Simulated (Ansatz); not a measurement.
## Mo, space group Im-3m: a check of PAW against all-electron LAPW, step by step

With the Python package of Ansatz (0.2.0).

Run as a notebook:

```python
import ansatz as az
import numpy as np
from pymatgen.core import Lattice, Structure
from pymatgen.io.ase import AseAtomsAdaptor


def count_gap(report):
    # lowest empty less highest filled band, counting bands; zero where they overlap
    return max(report.get("gap_by_band_count_ev") or 0.0, 0.0)
```

```python
pmg_structure = Structure(
    Lattice([(-1.573415, 1.573415, 1.573415), (1.573415, -1.573415, 1.573415), (1.573415, 1.573415, -1.573415)]),
    ["Mo"],
    [
        (0.0, 0.0, 0.0),
    ],
)
mo = az.Crystal.from_ase(AseAtomsAdaptor.get_atoms(pmg_structure))
```

```python
job = (
    mo.calculation()
    .functional("pbesol")
    .kpoints(12, 12, 12, center="gamma")
    .occupations("gaussian", width=0.15)
    .scf(tolerance=1e-10)
    .stress()
    .forces()
    .band_table()
)
variants = {
    "PAW": job.pseudopotentials("paw"),
    "LAPW": job.pseudopotentials("all_electron", lapw=True),
}
# totals differ by the cores that each treatment holds, so compare what does not depend on them
rows = []
for label, variant in variants.items():
    r = variant.run(threads=1).report
    levels = np.array(r["eigenvalues_ev"][0]) - r["fermi_energy_ev"]
    print(label, "levels at the first k-point near E_F:", np.round(levels[np.abs(levels) < 5], 3))
    rows.append((label, r["n_electrons"], np.trace(r["stress_gpa"]) / 3, count_gap(r)))
lines = [",".join(["treatment", "electrons in bands", "P GPa", "gap by band count eV"])] + [",".join(f"{v:.4f}" if isinstance(v, float) else str(v) for v in row) for row in rows]
print("\n".join(lines))
with open("paw_lapw.csv", "w") as handle:
    handle.write("\n".join(lines) + "\n")
```

    DeckWarning: basis.ecutwfc = 420 eV, auto-derived from the records' recommended cutoffs: set by Mo (normal level)
    PAW levels at the first k-point near E_F: [-1.314 -1.314 -1.314  1.706  1.706]
    LAPW levels at the first k-point near E_F: [-1.313 -1.313 -1.313  1.71   1.71 ]
    treatment,electrons in bands,P GPa,gap by band count eV
    PAW,14.0000,-4.6158,0.0000
    LAPW,30.0000,-4.6123,0.0000

PAW gives -4.616 GPa and LAPW -4.612 GPa, 0.004 GPa apart. They took 0.7 and 8.4 s of processor time.

Notes:
- For a metal this k-point mesh is coarse: on a finer one energies can move by several to tens of meV an atom and pressures by half a GPa or more, differences at one mesh by less.
- A gap by band count of zero or less means overlapping bands, a metal.
- Gaps and levels are Kohn-Sham values on a finite set of k-points, without spin-orbit coupling.
- Warnings are shown shortened and without file and line.
- Pressure is positive in compression; the treatments may keep other shells as core, so totals and counts of electrons can differ.
- Hardware and time: 10 s on 1 thread of Arm Neoverse V2 (shared host), peak memory 0.48 GiB.
